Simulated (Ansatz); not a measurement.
# CH2SiTe: the cost of one run

The runs use Ansatz 0.2.0, Gaussian basis; single points in def2-TZVPP.

Cores are frozen in the correlated methods. Filled d shells of the heavier atoms are correlated. Core potentials replace the inner electrons past krypton, and spin-orbit coupling is left out.

1 further run of the same task is left out (it didn't finish).

## 1. The starting structure

SMILES `[SiH]#C[TeH]`, 5 atoms, charge 0, spin multiplicity 1.

Atoms are counted from 1 here; the program's logs count them from 0.

Bond lengths: Si1–C2 1.649 Å, Si1–H4 1.533 Å, C2–Te3 2.114 Å, Te3–H5 1.687 Å. Angles: C2–Si1–H4 168.6°, Si1–C2–Te3 118.8°, C2–Te3–H5 87.8°.

Coordinates:

```tsv
atom	x (Å)	y (Å)	z (Å)
Si1	-1.2815	-0.2411	-0.6869
C2	0.3456	-0.0570	-0.4894
Te3	1.0999	0.3308	1.4476
H4	-2.7225	-0.7003	-0.9361
H5	2.6462	0.3474	0.7726
```

## 2. PBE-D4/def2-TZVPP

run/in.yaml reads:

```yaml
crystal:
  periodic: [false, false, false]
  atoms:
    - {symbol: Si, position_ang: [-1.281545, -0.241098, -0.686906]}
    - {symbol: C, position_ang: [0.345603, -0.056953, -0.489360]}
    - {symbol: Te, position_ang: [1.099859, 0.330805, 1.447577]}
    - {symbol: H, position_ang: [-2.722544, -0.700280, -0.936080]}
    - {symbol: H, position_ang: [2.646165, 0.347429, 0.772607]}
basis:
  gaussian: {orbitals: def2-TZVPP}
hamiltonian: {xc: pbe, dispersion: d4}
output: {forces: true}
```

Run with:

```console
ansatz run in.yaml --threads 2 --pin off --events-out ev --progress --plain --max-ram 3481MiB
```

**Question.** How long does this run take on 2 threads of Arm Neoverse V2, shared host?

About 1.8 s.
